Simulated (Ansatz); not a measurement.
**AlBrH4OSi: one species, many methods**

How much do the methods differ for AlBrH4OSi? The plan is to run it at one geometry with functionals of several rungs and with coupled cluster, and see how far each lands from CCSD(T) at the basis-set limit for the atomisation energy.

Method: functionals in def2-TZVPP, the program's frozen cores in correlated methods; program: Ansatz 0.2.0, Gaussian basis.

Levels to be run: LDA (SPW92), PBE-D4, revPBE-D4, BLYP-D4, r2SCAN-D4, B97M-V, PBE0-D4, B3LYP-D4, r2SCANh-D4, r2SCAN0-D4, HSE06-D4, BHLYP-D4, CAM-B3LYP-D4, LC-ωPBE, ωB97X-V, ωB97M-V, B2PLYP, PBE-QIDH; CCSD(T)/def2-SVP; CCSD(T)/def2-TZVPP; MP2/def2-QZVPP; extrapolation to the limit; RPA on PBE.

### Step 1. The relaxed structure

All runs share one geometry, relaxed beforehand with PBE0-D4 in a triple-zeta def2 set.

SMILES `[OH][Al]([SiH3])[Br]`, 8 atoms, charge 0, spin multiplicity 1.

Atoms are counted from 1 here; the program's logs count them from 0.

Bond lengths: O1–Al2 1.687 Å, O1–H5 0.957 Å, Al2–Si3 2.432 Å, Al2–Br4 2.266 Å, Si3–H6 1.489 Å, Si3–H7 1.487 Å, Si3–H8 1.488 Å. Angles: Al2–O1–H5 124.0°, O1–Al2–Si3 120.7°, O1–Al2–Br4 118.7°, Si3–Al2–Br4 120.7°, Al2–Si3–H6 109.7°, Al2–Si3–H7 111.9°, Al2–Si3–H8 109.8°, H6–Si3–H7 108.7°, H6–Si3–H8 107.9°, H7–Si3–H8 108.8°.

### Step 2. LDA

This LDA is Slater exchange with PW92 correlation.

in.yaml

```yaml
crystal:
  periodic: [false, false, false]
  atoms:
    - {symbol: O, position_ang: [0.914805, 1.338982, -1.543232]}
    - {symbol: Al, position_ang: [-0.213953, 0.278533, -0.873246]}
    - {symbol: Si, position_ang: [0.111080, -0.631126, 1.358484]}
    - {symbol: Br, position_ang: [-2.042418, -0.275265, -2.091666]}
    - {symbol: H, position_ang: [0.832238, 1.728390, -2.413166]}
    - {symbol: H, position_ang: [-0.968148, -0.142738, 2.260561]}
    - {symbol: H, position_ang: [1.425205, -0.236944, 1.932122]}
    - {symbol: H, position_ang: [0.033390, -2.116933, 1.314245]}
basis:
  gaussian: {orbitals: def2-TZVPP}
hamiltonian: {xc: lda}
output: {orbitals: {seedname: orbitals}}
```

On the command line:

```bash
$ ansatz run in.yaml --threads 4 --pin off --events-out ev --progress --plain --max-ram 10444MiB
```

Further steps of the session: PBE-D4 (GGA); revPBE-D4 (GGA); BLYP-D4 (GGA); r2SCAN-D4 (meta-GGA); B97M-V (meta-GGA); PBE0-D4 (hybrid); B3LYP-D4 (hybrid); r2SCANh-D4 (hybrid); r2SCAN0-D4 (hybrid); HSE06-D4 (hybrid); BHLYP-D4 (hybrid); CAM-B3LYP-D4 (range-separated); LC-ωPBE (range-separated); ωB97X-V (range-separated); ωB97M-V (range-separated); B2PLYP (double hybrid); PBE-QIDH (double hybrid); CCSD(T) in def2-SVP; CCSD(T) in def2-TZVPP; MP2 in def2-QZVPP; RPA on PBE orbitals.

**Question.** What will the summary of the whole plan be? Wanted: atomisation energy, CCSD(T)/CBS; farthest beyond LDA; mean size of error, GGA; mean size of error, meta-GGA; mean size of error, hybrid; mean size of error, range-separated; mean size of error, double hybrid; gap, smallest and largest; T1 diagnostic.

**Answer**, as computed:

| quantity | value |
| --- | --- |
| atomisation energy, CCSD(T)/CBS | 2527.5 kJ/mol |
| functionals within 25.3 kJ/mol (1.0 %) | r2SCAN-D4, B97M-V, ωB97X-V |
| farthest beyond LDA | BHLYP-D4 (-90.9 kJ/mol) |
| mean size of error, GGA | 58.3 kJ/mol |
| mean size of error, meta-GGA | 11.2 kJ/mol |
| mean size of error, hybrid | 53.4 kJ/mol |
| mean size of error, range-separated | 29.3 kJ/mol |
| mean size of error, double hybrid | 56.3 kJ/mol |
| gap, smallest and largest | 4.76 eV (LDA (SPW92)), 11.30 eV (LC-ωPBE) |
| T1 diagnostic | 0.0107 |
| triples share of the correlation energy | 3.3 % |

**Reading.** The LDA atomisation energy is off by 272.5 kJ/mol (11 %): it overbinds. PBE-D4 is off by -29.8 kJ/mol. Double hybrids carry the basis error of their MP2 part in triple zeta, and no dispersion term here, so their miss is partly the set-up's. By mean error the best rung here is meta-GGA (11.2 kJ/mol) and the worst beyond LDA is GGA (58.3 kJ/mol). double hybrid functionals lie within the reference's doubt of that worst mean (56.3 kJ/mol), so those two tie. The reference freezes the cores and leaves out relativity and excitations past (T), and its outer-core shells are covered unevenly, so misses under about 25.3 kJ/mol can't be ranked. All levels share the lack of spin-orbit coupling, which lowers the free heavy atoms and so the true binding. Hartree-Fock recovers 74 % of the binding; the rest is correlation. CCSD(T) in def2-SVP is off by -195.5 kJ/mol, worse than the median functional, from the basis alone. The gap grows from 4.8 to 11.3 eV across the functionals, mostly with the share of exact exchange. Correlated methods include outer-core shells of Br, which these sets cover unevenly.
